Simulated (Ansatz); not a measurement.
A nudged elastic band was laid between two geometries of a periodic cell of 17 atoms, GaSi$_{16}$ (host Si, host structure diamond, interstitial Ga).

Method: DFT PBE-D3(BJ), scalar-relativistic, plane waves, PAW (Ansatz 0.2.0). Settings: PAW set soft_1, cutoff 420 eV, k mesh 2x2x2, gaussian smearing 0.05 eV, spin collinear.

```yaml
movable_images: 3
climbing_image: yes
spring: 2.0 to 10.0 eV/Å², energy-weighted
optimiser: fire
start_path: straight line
force_threshold: 0.05 eV/Å
iteration_limit: 70
end_points: relaxed
```

Initial state:

```xyz
17
Lattice="0.0000 5.4300 5.4300 5.4300 0.0000 5.4300 5.4300 5.4300 0.0000" Properties=species:S:1:pos:R:3
Si -0.013 -0.016 0.016
Si 1.358 1.358 1.326
Si 2.734 2.731 0.018
Si 4.080 4.069 1.365
Si 2.764 -0.049 2.666
Si 4.104 1.355 4.076
Si 5.422 2.724 2.707
Si 6.791 4.041 4.076
Si -0.050 2.765 2.665
Si 1.358 4.103 4.073
Si 2.732 5.414 2.702
Si 4.041 6.788 4.073
Si 2.766 2.765 5.481
Si 4.073 4.074 6.788
Si 5.381 5.381 5.479
Si 6.791 6.785 6.819
Ga 6.788 6.790 4.073
```

Final state:

```xyz
17
Lattice="0.0000 5.4300 5.4300 5.4300 0.0000 5.4300 5.4300 5.4300 0.0000" Properties=species:S:1:pos:R:3
Si 0.008 -0.003 0.017
Si 1.315 1.316 1.315
Si 2.715 2.716 -0.028
Si 4.117 4.118 1.312
Si 2.718 -0.032 2.717
Si 4.133 1.297 4.132
Si 5.462 2.713 2.716
Si 6.774 4.086 4.086
Si -0.029 2.717 2.716
Si 1.305 4.125 4.123
Si 2.713 5.460 2.715
Si 4.084 6.776 4.084
Si 2.716 2.714 5.463
Si 4.088 4.087 6.773
Si 5.428 5.431 5.426
Si 6.772 6.771 6.772
Ga 8.156 8.140 2.739
```

(1) Which bonds break or form, and what moves?

(2) What energy profile does the band end with?

(3) What is the geometry of the highest image?

Results:

(1) Contacts lost: Si15–Ga17. Contacts made: Si4–Ga17. The atom that moves furthest is Ga17, by 2.34 Å.

(2) The run converged. The highest image is number 2 of 0 to 4, 0.73 eV above the ends, which have the same energy within 2 meV. By the program's own check the climbing image is a first-order saddle point (lowest curvatures found: -4.03 and 0.45 eV/Å²). Limits of this set-up: coarse k mesh.

```tsv
image	path coordinate (Å)	energy (eV)	Si15–Ga17 (Å)	Si4–Ga17 (Å)
0	0.00	0.00	2.44	4.70
1	1.00	0.32	2.63	3.78
2	1.56	0.73	3.15	3.15
3	2.11	0.32	3.77	2.64
4	3.11	0.00	4.68	2.44
```

(3) 
```xyz
17
Lattice="0.0000 5.4300 5.4300 5.4300 0.0000 5.4300 5.4300 5.4300 0.0000" Properties=species:S:1:pos:R:3
Si -0.213 -0.216 0.218
Si 1.250 1.246 1.246
Si 2.649 2.646 -0.010
Si 3.860 3.857 1.575
Si 2.827 -0.114 2.607
Si 4.186 1.247 4.187
Si 5.443 2.645 2.787
Si 6.858 4.059 4.006
Si -0.110 2.825 2.607
Si 1.251 4.185 4.187
Si 2.648 5.441 2.787
Si 4.063 6.856 4.006
Si 2.827 2.825 5.547
Si 4.289 4.287 6.575
Si 5.647 5.645 5.217
Si 6.857 6.855 6.803
Ga 7.468 7.466 3.396
```

Run time: 8.2 min on 2 threads of Arm Neoverse V1, with other jobs on the host, peak memory 1.4 GiB.
